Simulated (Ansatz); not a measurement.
# C4H16N4Si: a ladder of functionals and wavefunction methods

How much do the methods differ for C4H16N4Si? The plan is to run it at one geometry with functionals of several rungs and with coupled cluster, and see how far each lands from CCSD(T) at the basis-set limit for the atomisation energy.

Method: functionals in def2-TZVPP, the program's frozen cores in correlated methods; program: Ansatz 0.2.0, Gaussian basis.

The runs, in order: LDA (SPW92), PBE-D4, revPBE-D4, BLYP-D4, r2SCAN-D4, B97M-V, PBE0-D4, B3LYP-D4, r2SCANh-D4, r2SCAN0-D4, HSE06-D4, BHLYP-D4, CAM-B3LYP-D4, LC-ωPBE, ωB97X-V, ωB97M-V, B2PLYP, PBE-QIDH; CCSD(T)/def2-SVP; CCSD(T)/def2-TZVPP; MP2/def2-QZVPP; extrapolation to the limit; RPA on PBE.

**1. The relaxed structure**

All runs share one geometry, relaxed beforehand with PBE0-D4 in a triple-zeta def2 set.

SMILES `CN[Si](NC)(NC)NC`, 25 atoms, charge 0, spin multiplicity 1.

Atoms are counted from 1 here; the program's logs count them from 0.

Bond lengths: C1–N2 1.444 Å, C1–H10 1.092 Å, C1–H11 1.096 Å, C1–H12 1.099 Å, N2–Si3 1.713 Å, N2–H13 1.007 Å, Si3–N4 1.716 Å, Si3–N6 1.715 Å, Si3–N8 1.713 Å, N4–C5 1.445 Å, N4–H14 1.008 Å, C5–H15 1.092 Å, C5–H16 1.095 Å, C5–H17 1.100 Å, N6–C7 1.443 Å, N6–H18 1.007 Å, C7–H19 1.098 Å, C7–H20 1.097 Å and more. Angles: N2–C1–H10 109.1°, N2–C1–H11 111.8°, N2–C1–H12 113.4°, H10–C1–H11 107.3°, H10–C1–H12 107.4°, H11–C1–H12 107.6°, C1–N2–Si3 126.2°, C1–N2–H13 114.2°, Si3–N2–H13 117.6°, N2–Si3–N4 112.0°, N2–Si3–N6 105.2°, N2–Si3–N8 111.2°, N4–Si3–N6 111.4°, N4–Si3–N8 104.5°, N6–Si3–N8 112.8°, Si3–N4–C5 125.2°, Si3–N4–H14 116.6°, C5–N4–H14 113.5° and more.

**2. LDA**

This LDA is Slater exchange with PW92 correlation.

in.yaml reads:

```yaml
crystal:
  periodic: [false, false, false]
  atoms:
    - {symbol: C, position_ang: [1.996006, -1.580397, -1.187634]}
    - {symbol: N, position_ang: [1.081842, -1.396085, -0.085471]}
    - {symbol: Si, position_ang: [-0.235679, -0.302848, -0.035243]}
    - {symbol: N, position_ang: [-1.529525, -0.810200, -1.042398]}
    - {symbol: C, position_ang: [-2.783117, -0.109629, -1.204912]}
    - {symbol: N, position_ang: [0.407486, 1.200303, -0.553528]}
    - {symbol: C, position_ang: [1.655493, 1.801373, -0.147991]}
    - {symbol: N, position_ang: [-0.919398, -0.226162, 1.534013]}
    - {symbol: C, position_ang: [-0.396034, 0.527422, 2.647528]}
    - {symbol: H, position_ang: [1.962549, -0.698298, -1.831039]}
    - {symbol: H, position_ang: [3.030658, -1.693537, -0.844191]}
    - {symbol: H, position_ang: [1.756753, -2.452179, -1.812040]}
    - {symbol: H, position_ang: [1.093457, -2.143625, 0.588750]}
    - {symbol: H, position_ang: [-1.287825, -1.389705, -1.830443]}
    - {symbol: H, position_ang: [-3.010569, 0.435190, -0.285828]}
    - {symbol: H, position_ang: [-3.611137, -0.804143, -1.383096]}
    - {symbol: H, position_ang: [-2.779854, 0.618229, -2.029007]}
    - {symbol: H, position_ang: [-0.205562, 1.827604, -1.048088]}
    - {symbol: H, position_ang: [1.529600, 2.633710, 0.557617]}
    - {symbol: H, position_ang: [2.224408, 2.179403, -1.005755]}
    - {symbol: H, position_ang: [2.273653, 1.047133, 0.343527]}
    - {symbol: H, position_ang: [-1.572998, -0.947416, 1.793260]}
    - {symbol: H, position_ang: [0.279052, -0.049575, 3.294453]}
    - {symbol: H, position_ang: [-1.200390, 0.925251, 3.275418]}
    - {symbol: H, position_ang: [0.167733, 1.384081, 2.272200]}
basis:
  gaussian: {orbitals: def2-TZVPP}
hamiltonian: {xc: lda}
output: {orbitals: {seedname: orbitals}}
```

Launch:

```bash
$ ansatz run in.yaml --threads 4 --pin off --events-out ev --progress --plain --max-ram 46080MiB --backend cuda --devices 0, --max-vram 37GiB
```

After this run come: PBE-D4 (GGA); revPBE-D4 (GGA); BLYP-D4 (GGA); r2SCAN-D4 (meta-GGA); B97M-V (meta-GGA); PBE0-D4 (hybrid); B3LYP-D4 (hybrid); r2SCANh-D4 (hybrid); r2SCAN0-D4 (hybrid); HSE06-D4 (hybrid); BHLYP-D4 (hybrid); CAM-B3LYP-D4 (range-separated); LC-ωPBE (range-separated); ωB97X-V (range-separated); ωB97M-V (range-separated); B2PLYP (double hybrid); PBE-QIDH (double hybrid); CCSD(T) in def2-SVP; CCSD(T) in def2-TZVPP; MP2 in def2-QZVPP; RPA on PBE orbitals.

Before running them: what should the planned runs give, taken together? Wanted: atomisation energy, CCSD(T)/CBS; farthest beyond LDA; mean size of error, GGA; mean size of error, meta-GGA; mean size of error, hybrid; mean size of error, range-separated; mean size of error, double hybrid; gap, smallest and largest; T1 diagnostic.

**Answer**, as computed:

| quantity | value |
| --- | --- |
| atomisation energy, CCSD(T)/CBS | 9438.0 kJ/mol |
| functionals within 47.2 kJ/mol (0.5 %) | revPBE-D4, BLYP-D4, r2SCAN-D4, B97M-V, PBE0-D4, HSE06-D4, LC-ωPBE |
| farthest beyond LDA | BHLYP-D4 (-213.1 kJ/mol) |
| mean size of error, GGA | 82.4 kJ/mol |
| mean size of error, meta-GGA | 15.7 kJ/mol |
| mean size of error, hybrid | 91.4 kJ/mol |
| mean size of error, range-separated | 52.9 kJ/mol |
| mean size of error, double hybrid | 85.7 kJ/mol |
| gap, smallest and largest | 4.74 eV (BLYP-D4), 11.83 eV (LC-ωPBE) |
| T1 diagnostic | 0.0101 |
| triples share of the correlation energy | 3.8 % |

**Reading.** The LDA atomisation energy is off by 1349.9 kJ/mol (14 %): it overbinds. PBE-D4 is off by +186.4 kJ/mol. Double hybrids carry the basis error of their MP2 part in triple zeta, and no dispersion term here, so their miss is partly the set-up's. By mean error the best rung here is meta-GGA (15.7 kJ/mol) and the worst beyond LDA is hybrid (91.4 kJ/mol). The mean of the hybrids holds BHLYP, with half exact exchange. The reference freezes the cores and leaves out relativity and excitations past (T), so misses under about 47.2 kJ/mol can't be ranked. Hartree-Fock recovers 71 % of the binding; the rest is correlation. CCSD(T) in def2-SVP is off by -581.5 kJ/mol, worse than the median functional, from the basis alone. Orbital gaps span 4.7 to 11.8 eV; exact exchange widens them.
